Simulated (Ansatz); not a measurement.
# Zn3Cl: one candidate of a structure search

Aim: relax a trial structure of Zn3Cl and see where it ends.

Program: Ansatz 0.2.0. Level of theory: DFT PBE, scalar-relativistic, plane waves, PAW. These are calculated values, not measurements.

### 1 The starting structure

Symmetry: Pm-3m, No. 221, cubic system. The conventional cell has a = 4.100 Å, b = 4.100 Å, c = 4.100 Å, α = 90.00°, β = 90.00°, γ = 90.00°. Zn (site symmetry 4/mmm) has 8 Zn at 2.90 Å and 4 Cl at 2.90 Å as nearest neighbours. Cl (site symmetry m-3m) is surrounded by 12 Zn at 2.90 Å.

Structure file:

```cif
data_structure
_symmetry_space_group_name_H-M 'Pm-3m'
_symmetry_Int_Tables_number 221
_cell_length_a 4.1000
_cell_length_b 4.1000
_cell_length_c 4.1000
_cell_angle_alpha 90.000
_cell_angle_beta 90.000
_cell_angle_gamma 90.000
_cell_volume 68.92
loop_
_atom_site_label
_atom_site_type_symbol
_atom_site_symmetry_multiplicity
_atom_site_Wyckoff_symbol
_atom_site_fract_x
_atom_site_fract_y
_atom_site_fract_z
_atom_site_occupancy
Zn1 Zn 3 c 0.00000 0.50000 0.50000 1
Cl1 Cl 1 a 0.00000 0.00000 0.00000 1
```

A structure generator made this guess: species swapped into a database cell of TiPd3 (Pm-3m, No. 221), with Cl on the Ti sites and Zn on the Pd sites. The dimensions are guesses.

### 2 The guess as it stands, on a coarse mesh

File input.yaml:

```yaml
crystal:
  lattice:
    - [4.10001543, 0.0, 0.0]
    - [0.0, 4.10001543, 0.0]
    - [0.0, 0.0, 4.10001543]
  atoms:
    - { symbol: Zn, position: [0.0, 0.5, 0.5] }
    - { symbol: Zn, position: [0.5, 0.0, 0.5] }
    - { symbol: Zn, position: [0.5, 0.5, 0.0] }
    - { symbol: Cl, position: [0.0, 0.0, 0.0] }
basis:
  ecutwfc: 420
kpoints:
  mp_grid: { grid: [4, 4, 4] }
hamiltonian:
  xc: pbe
scf:
  occupations: { method: gaussian, width: 0.1 }
  lower_state_search: "off"
output:
  forces: true
  stress: true
  eigenvalues: true
```

Started as:

```
> ansatz run input.yaml --threads 1 --pin off --max-ram 2048MiB --backend cpu --events-out ev --progress --plain --runs-dir out
```

The session goes on with these runs: coarse relaxation; relaxation on the finer mesh.

Q: Predict the outcome of this session. Wanted: conventional cell; volume; energy over the elements; gap on the mesh.

As calculated:

```
                                                              quantity                                                                      value
                                symmetry at the end (tolerance 0.05 Å)                                                space group Pm-3m (No. 221)
                                                     conventional cell  a = 4.305 Å, b = 4.305 Å, c = 4.305 Å, α = 90.00°, β = 90.00°, γ = 90.00°
                                                                volume                                                              19.95 Å³/atom
energy over the elements (uncorrected; H, N, O, F and Cl as molecules)                                                              +0.14 eV/atom
                                                       gap on the mesh                                                               none (metal)
```

**Reading.** The space group Pm-3m (No. 221) is kept, and the volume per atom grows by 15.8 % from the first guess. With a positive formation energy it can't be a ground state. No finished test with a distortion of lower symmetry is shown, so the end may be a saddle point. Spin polarisation is off in the runs that give these values; a magnetic solution could lie lower.
